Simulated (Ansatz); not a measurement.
What does this script print? It uses Ansatz 0.2.0, Python API.

`edit_naag2.py`
```python
import ansatz as az
import numpy as np
import pandas as pd

MESH = (5, 5, 5)
XC = "lda"
FILLING = "fermi_dirac"
WIDTH_EV = 0.1


def main() -> None:
    vectors = np.array([
        [0.0, 3.9615, 3.9615],
        [3.9615, 0.0, 3.9615],
        [3.9615, 3.9615, 0.0],
    ])
    cell = (
        az.Lattice.of(vectors)
        .atom("Na", (0.0, 0.0, 0.0))
        .atom("Na", (0.25, 0.25, 0.25))
        .atom("Ag", (0.625, 0.625, 0.625))
        .atom("Ag", (0.125, 0.625, 0.625))
        .atom("Ag", (0.625, 0.625, 0.125))
        .atom("Ag", (0.625, 0.125, 0.625))
    )

    model = (
        cell.calculation()
        .kpoints(*MESH)
        .pseudopotentials("paw")
        .functional(XC)
        .occupations(FILLING, width=WIDTH_EV)
        .band_table()
    )
    typed = model.input()
    rows = []
    for value in [4, 6, 9]:
        edited = typed.set(az.key.basis.ecutrho_ratio, value)
        report = az.Session.from_dict(edited).plan().execute().report
        rows.append((value, report["free_energy_ev"], report["n_iterations"], len(report["eigenvalues_ev"][0]) if "eigenvalues_ev" in report else 0))
    print(pd.DataFrame(rows, columns=["density ratio", "F eV", "iterations", "bands listed"]).round(4).to_string(index=False))
    print(edited.to_yaml())


if __name__ == "__main__":
    main()
```

Running `python edit_naag2.py` prints:
```text
DeckWarning: basis.ecutwfc = 420 eV, auto-derived from the records' recommended cutoffs: set by Na (normal level)
 density ratio        F eV  iterations  bands listed
             4 -32766.1872           6            56
             6 -32766.1871           6            56
             9 -32766.1871           6            56
crystal:
  lattice:
    - [0.0, 3.9615, 3.9615]
    - [3.9615, 0.0, 3.9615]
    - [3.9615, 3.9615, 0.0]
  atoms:
    - { symbol: Na, position: [0.0, 0.0, 0.0] }
    - { symbol: Na, position: [0.25, 0.25, 0.25] }
    - { symbol: Ag, position: [0.625, 0.625, 0.625] }
    - { symbol: Ag, position: [0.125, 0.625, 0.625] }
    - { symbol: Ag, position: [0.625, 0.625, 0.125] }
    - { symbol: Ag, position: [0.625, 0.125, 0.625] }
kpoints:
  mp_grid:
    grid: [5, 5, 5]
hamiltonian:
  xc: lda
  pseudopotentials:
    kind: paw
scf:
  occupations:
    method: fermi_dirac
    width: 0.1
output:
  eigenvalues: true
basis:
  ecutrho_ratio: 9
```
(Warnings from the package without file and line, repeats left out.)

Caveats:
- Total energies depend on the potentials; only differences at equal settings carry meaning. A total without «per atom» is that of the cell as typed.
- For a metal this k-point mesh is coarse: on a finer one energies can move by several to tens of meV an atom and pressures by half a GPa or more, differences at one mesh by less.
- The structure is a deposited one; some such entries were measured under pressure or heat, so a shift against it needn't be the functional's error alone.
- Timing: 7.9 s on 1 thread of Arm Neoverse V2 (shared host), peak memory 0.55 GiB.

(Lines on the test bed's own set-up are left out of the output.)
